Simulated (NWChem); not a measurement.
# the pair HCl···BH2OF, step by step

We compute a single-point energy (singlet BH3ClOF, CAM-B3LYP-D3(0)/def2-SVPD), then a single-point energy (singlet HCl, CAM-B3LYP-D3(0)/def2-SVPD), then a single-point energy (singlet BH2OF, CAM-B3LYP-D3(0)/def2-SVPD), then the energy (singlet HCl, CAM-B3LYP-D3(0)/def2-SVPD), then a single-point energy (singlet BH2OF, CAM-B3LYP-D3(0)/def2-SVPD) of BClFH3O and its partners. 

Program for the calculation: NWChem 7.3.0.

## 1. The structure to begin with

The species is BH3ClOF (7 atoms), meant as a singlet with charge 0. The two molecules were placed rigidly side by side, at 1.3 times their contact distance; the pair isn't optimised.

Bond lengths: O3–B4 1.344 Å, B4–F5 1.332 Å, Cl1–H2 1.279 Å, O3–H6 0.963 Å, B4–H7 1.192 Å. Angles: O3–B4–F5 120.3°, O3–B4–H7 120.1°, F5–B4–H7 119.6°, B4–O3–H6 113.4°.

## 2. The energy at CAM-B3LYP-D3(0)/def2-SVPD (run 1)

bclfh3o.nw

```
START bclfh3o
TITLE "BClFH3O"
memory 2200 mb

GEOMETRY units bohr noautosym nocenter noautoz
 Cl   1.03179046  -0.33731611   0.53063510
 H   -1.03179046   0.33731611  -0.53063510
 O   -5.39282483  -5.76449616  -5.07986728
 B   -3.07086164  -5.90592326  -6.10058395
 F   -1.04208947  -6.07751039  -4.62068273
 H   -5.38715565  -5.80174266  -3.26042007
 H   -2.81658010  -5.87837106  -8.33818976
END

BASIS spherical bse
 * library def2-SVPD
END

DFT
 xc xcamb88 1.00 lyp 0.81 vwn_5 0.19 hfexch 1.00
 cam 0.33 cam_alpha 0.19 cam_beta 0.46
 disp vdw 3
 grid fine
 convergence energy 1e-08
 direct
 maxiter 100
 mulliken
 print low
END

TASK dft energy
```

Launch:

```bash
$ nwchem bclfh3o.nw > bclfh3o.out
```

The program printed:

```text
[...]
 d= 0,ls=0.0,diis     1   -661.6160678588 -7.81D+02  1.16D-02  8.07D-01     6.3
[...]
 d= 0,ls=0.0,diis     8   -661.7081704918  9.21D-10  4.99D-06  1.41D-06    52.2
         Total DFT energy =     -661.708170491801
      One electron energy =    -1149.262415673471
           Coulomb energy =      420.901303726101
    Exchange-Corr. energy =      -52.400230114597
 Nuclear repulsion energy =      119.054511896057
    Dispersion correction =       -0.001340325890
[...]
      Total Density - Mulliken Population Analysis
     ---------------------------------------------
    Atom       Charge   Shell Charges
 -----------   ------   -------------------------------------------------------
    1 Cl  17    17.19   2.00  1.98  1.29  0.60  0.05  5.93  2.18  2.93  0.20  0.02  0.01
    2 H    1     0.81   0.67  0.03  0.05  0.06
    3 O    8     8.17   1.99  1.09  0.54  0.06  2.92  1.48  0.08  0.01  0.00
    4 B    5     4.86   1.98  0.80  0.09  0.01  1.56  0.21  0.19  0.02
    5 F    9     9.40   1.99  1.14  0.71  0.18  3.37  1.82  0.17  0.01  0.00
    6 H    1     0.88   0.70  0.07  0.07  0.04
    7 H    1     0.69   0.76 -0.07  0.01 -0.01
[...]
```

Wall time 53 s (1 thread of AMD EPYC 7R13 (Zen 3), shared host); peak memory 0.12 GiB.

## 3. HCl: a single-point energy at CAM-B3LYP-D3(0)/def2-SVPD (run 2)

clh.nw

```
start clh
title "ClH"
memory stack 880 mb heap 220 mb global 1100 mb

geometry units angstroms noautosym nocenter noautoz
  Cl       0.546000      -0.178500       0.280800
  H       -0.546000       0.178500      -0.280800
end

basis "ao basis" spherical bse
  * library def2-SVPD
end

dft
  xc xcamb88 1.00 lyp 0.81 vwn_5 0.19 hfexch 1.00
  cam 0.33 cam_alpha 0.19 cam_beta 0.46
  disp vdw 3
  grid fine
  convergence energy 1e-08
  direct
  iterations 100
  mulliken
  noprint "final vectors analysis"
end

task dft
```

Launch:

```bash
$ nwchem clh.nw > clh.out
```

The program printed:

```text
[...]
          Wavefunction type:  closed shell.
          No. of atoms     :     2
          No. of electrons :    18
[...]
          Charge           :     0
          Spin multiplicity:     1
[...]
          AO basis - number of functions:    35
[...]
              XC Information
              --------------
                     Hartree-Fock (Exact) Exchange  1.000
                   CAM-Becke88 Exchange Functional  1.000
                      VWN V Correlation Functional  0.190 local
              Lee-Yang-Parr Correlation Functional  0.810
[...]
 d= 0,ls=0.0,diis     1   -460.6608940500 -4.68D+02  1.01D-02  1.69D-01     0.2
[...]
 d= 0,ls=0.0,diis     7   -460.6786182110 -3.84D-09  4.97D-07  1.59D-10     1.2
         Total DFT energy =     -460.678618211038
      One electron energy =     -649.526413593981
           Coulomb energy =      210.400158117169
    Exchange-Corr. energy =      -28.587138498091
 Nuclear repulsion energy =        7.034777459321
    Dispersion correction =       -0.000001695457
[...]
      Total Density - Mulliken Population Analysis
     ---------------------------------------------
    Atom       Charge   Shell Charges
 -----------   ------   -------------------------------------------------------
    1 Cl  17    17.19   2.00  1.98  1.29  0.61  0.04  5.93  2.18  2.93  0.20  0.02  0.01
    2 H    1     0.81   0.67  0.04  0.05  0.06
[...]
```

It took 2.2 s on 1 thread of AMD EPYC 7R13 (Zen 3), shared host; peak memory 0.11 GiB.

## 4. BH2OF: the energy at CAM-B3LYP-D3(0)/def2-SVPD (run 3)

a.nw

```
start a
title "BFH2O"
memory 2200 mb

geometry units angstroms noautosym nocenter noautoz
  O     -2.853760    -3.050440    -2.688150
  B     -1.625030    -3.125280    -3.228290
  F     -0.551450    -3.216080    -2.445160
  H     -2.850760    -3.070150    -1.725340
  H     -1.490470    -3.110700    -4.412380
end

basis spherical bse
  * library def2-SVPD
end

dft
  xc xcamb88 1.00 lyp 0.81 vwn_5 0.19 hfexch 1.00
  cam 0.33 cam_alpha 0.19 cam_beta 0.46
  disp vdw 3
  grid fine
  convergence energy 1e-08
  direct
  maxiter 100
  mulliken
  print low
end

task dft energy
```

Launch:

```bash
$ nwchem a.nw > a.out
```

The program printed:

```text
[...]
 d= 0,ls=0.0,diis     1   -200.9559961485 -2.65D+02  1.54D-02  6.32D-01     2.5
[...]
 d= 0,ls=0.0,diis     9   -201.0295430775 -5.69D-09  6.59D-07  7.38D-09    20.6
         Total DFT energy =     -201.029543077503
      One electron energy =     -404.299401107703
           Coulomb energy =      162.808846117039
    Exchange-Corr. energy =      -23.813723808871
 Nuclear repulsion energy =       64.275719574504
    Dispersion correction =       -0.000983852471
[...]
      Total Density - Mulliken Population Analysis
     ---------------------------------------------
    Atom       Charge   Shell Charges
 -----------   ------   -------------------------------------------------------
    1 O    8     8.16   1.99  1.09  0.54  0.06  2.92  1.48  0.08  0.01  0.00
    2 B    5     4.87   1.98  0.80  0.09  0.01  1.56  0.21  0.19  0.03
    3 F    9     9.40   1.99  1.14  0.71  0.19  3.37  1.83  0.16  0.01  0.00
    4 H    1     0.88   0.70  0.08  0.07  0.04
    5 H    1     0.69   0.76 -0.07  0.01 -0.02
[...]
```

Wall time 22 s (1 thread of AMD EPYC 7R13 (Zen 3), shared host); peak memory 0.11 GiB.

## 5. HCl among ghost functions: the energy at CAM-B3LYP-D3(0)/def2-SVPD (with ghost functions) (run 4)

run.nw

```
start run
title "ClH energy"
memory stack 880 mb heap 220 mb global 1100 mb

geometry units au noautosym nocenter noautoz
 Cl   1.03179046  -0.33731611   0.53063510
 H   -1.03179046   0.33731611  -0.53063510
 bqO     -5.392825    -5.764496    -5.079867
 bqB     -3.070862    -5.905923    -6.100584
 bqF     -1.042089    -6.077510    -4.620683
 bqH     -5.387156    -5.801743    -3.260420
 bqH     -2.816580    -5.878371    -8.338190
end

basis "ao basis" spherical bse
 Cl library def2-SVPD
 H library def2-SVPD
 bqO library O def2-SVPD
 bqB library B def2-SVPD
 bqF library F def2-SVPD
 bqH library H def2-SVPD
end

dft
 xc xcamb88 1.00 lyp 0.81 vwn_5 0.19 hfexch 1.00
 cam 0.33 cam_alpha 0.19 cam_beta 0.46
 disp vdw 3
 grid fine
 convergence energy 1e-08
 direct
 iterations 100
 mulliken
 noprint "final vectors analysis"
end

task dft
```

Launch:

```bash
$ nwchem run.nw > run.out
```

The program printed:

```text
[...]
          Wavefunction type:  closed shell.
          No. of atoms     :     7
          No. of electrons :    18
[...]
          Charge           :     0
          Spin multiplicity:     1
[...]
          AO basis - number of functions:   117
[...]
              XC Information
              --------------
                     Hartree-Fock (Exact) Exchange  1.000
                   CAM-Becke88 Exchange Functional  1.000
                      VWN V Correlation Functional  0.190 local
              Lee-Yang-Parr Correlation Functional  0.810
[...]
 d= 0,ls=0.0,diis     1   -460.6610053690 -4.68D+02  3.21D-03  1.70D-01     4.2
[...]
 d= 0,ls=0.0,diis     7   -460.6787508121 -3.88D-09  1.87D-07  1.58D-10    37.1
         Total DFT energy =     -460.678750812105
      One electron energy =     -649.524870070514
           Coulomb energy =      210.398190365952
    Exchange-Corr. energy =      -28.586846379593
 Nuclear repulsion energy =        7.034776967509
    Dispersion correction =       -0.000001695458
[...]
      Total Density - Mulliken Population Analysis
     ---------------------------------------------
    Atom       Charge   Shell Charges
 -----------   ------   -------------------------------------------------------
    1 Cl  17    17.20   2.00  1.98  1.29  0.60  0.05  5.93  2.18  2.93  0.20  0.02  0.01
    2 H    1     0.80   0.67  0.03  0.05  0.06
    3 X    0    -0.00  -0.00 -0.00 -0.00  0.00 -0.00  0.00 -0.00 -0.00 -0.00
    4 X    0    -0.00  -0.00  0.00 -0.00 -0.00  0.00 -0.00  0.00  0.00
    5 X    0     0.00  -0.00  0.00 -0.00  0.00  0.00 -0.00 -0.00 -0.00  0.00
    6 X    0    -0.00   0.00  0.00  0.00 -0.00
    7 X    0     0.00  -0.00 -0.00 -0.00  0.00
[...]
```

Wall time 38 s (1 thread of AMD EPYC 7R13 (Zen 3), shared host); peak memory 0.12 GiB.

## 6. BH2OF among ghost functions: the energy at CAM-B3LYP-D3(0)/def2-SVPD (with ghost functions) (run 5)

bfh2o.nw

```
start bfh2o
title "BFH2O energy"
memory stack 880 mb heap 220 mb global 1100 mb

geometry units bohr noautosym nocenter noautoz
   O  -5.39282483 -5.76449616 -5.07986728
   B  -3.07086164 -5.90592326 -6.10058395
   F  -1.04208947 -6.07751039 -4.62068273
   H  -5.38715565 -5.80174266 -3.26042007
   H  -2.81658010 -5.87837106 -8.33818976
   bqCl     1.031790    -0.337316     0.530635
   bqH     -1.031790     0.337316    -0.530635
end

basis "ao basis" spherical bse
   O library def2-SVPD
   B library def2-SVPD
   F library def2-SVPD
   H library def2-SVPD
   bqCl library Cl def2-SVPD
   bqH library H def2-SVPD
end

dft
   xc xcamb88 1.00 lyp 0.81 vwn_5 0.19 hfexch 1.00
   cam 0.33 cam_alpha 0.19 cam_beta 0.46
   disp vdw 3
   grid fine
   convergence energy 1e-08
   direct
   iterations 100
   mulliken
   print low
end

task dft energy
```

Launch:

```bash
$ nwchem bfh2o.nw > bfh2o.out
```

The program printed:

```text
[...]
 d= 0,ls=0.0,diis     1   -200.9560560588 -2.65D+02  1.11D-02  6.32D-01     5.7
[...]
 d= 0,ls=0.0,diis     9   -201.0296423092 -5.73D-09  4.63D-07  7.43D-09    56.4
         Total DFT energy =     -201.029642309217
      One electron energy =     -404.299127576777
           Coulomb energy =      162.808305389909
    Exchange-Corr. energy =      -23.813551151743
 Nuclear repulsion energy =       64.275714882036
    Dispersion correction =       -0.000983852643
[...]
      Total Density - Mulliken Population Analysis
     ---------------------------------------------
    Atom       Charge   Shell Charges
 -----------   ------   -------------------------------------------------------
    1 O    8     8.17   1.99  1.09  0.54  0.06  2.92  1.48  0.08  0.01  0.00
    2 B    5     4.86   1.98  0.80  0.09  0.01  1.56  0.21  0.19  0.02
    3 F    9     9.40   1.99  1.14  0.71  0.18  3.37  1.82  0.17  0.01  0.00
    4 H    1     0.88   0.70  0.07  0.07  0.04
    5 H    1     0.69   0.76 -0.07  0.01 -0.01
    6 X    0    -0.00   0.00  0.00 -0.00  0.00 -0.00 -0.00  0.00  0.00 -0.00  0.00 -0.00
    7 X    0    -0.00   0.00  0.00  0.00 -0.00
[...]
```

Wall time 58 s (1 thread of AMD EPYC 7R13 (Zen 3), shared host); peak memory 0.12 GiB.

## 7. What came out

| quantity | value |
| --- | --- |
| run 1, CAM-B3LYP-D3(0)/def2-SVPD: total energy | -661.70817 Eh |
| run 1, CAM-B3LYP-D3(0)/def2-SVPD: dispersion energy | -3.52 kJ/mol |
| HCl: total energy | -460.67862 Eh |
| HCl: dipole moment | 1.16 D |
| HCl: dispersion energy | 0.00 kJ/mol |
| BH2OF: total energy | -201.02954 Eh |
| BH2OF: dispersion energy | -2.58 kJ/mol |
| HCl among ghost functions: total energy | -460.67875 Eh |
| HCl among ghost functions: dipole moment | 1.17 D |
| HCl among ghost functions: dispersion energy | 0.00 kJ/mol |
| BH2OF among ghost functions: total energy | -201.02964 Eh |
| BH2OF among ghost functions: dispersion energy | -2.58 kJ/mol |
| interaction energy of the rigid parts HCl and BH2OF (parts in their own basis; closest atoms 4.03 Å apart) | 0.000 eV |
| interaction energy of the rigid parts HCl and BH2OF (parts in the whole basis, counterpoise; closest atoms 4.03 Å apart) | 0.006 eV |

The interaction energy of the rigid parts HCl and BH2OF (parts in their own basis; closest atoms 4.03 Å apart) is −0.00 eV (−0.0 kcal/mol). Without counterpoise this holds the superposition error of the basis. The interaction energy of the rigid parts HCl and BH2OF (parts in the whole basis, counterpoise; closest atoms 4.03 Å apart) is 0.01 eV (0.1 kcal/mol). The basis-set superposition error is 0.6 kJ/mol. It is larger than the uncorrected attraction, which is thus an artefact of the basis. Mulliken charges (BH2OF) run from -0.40 on F3 to +0.31 on H5; in a basis this large or diffuse they mean little.
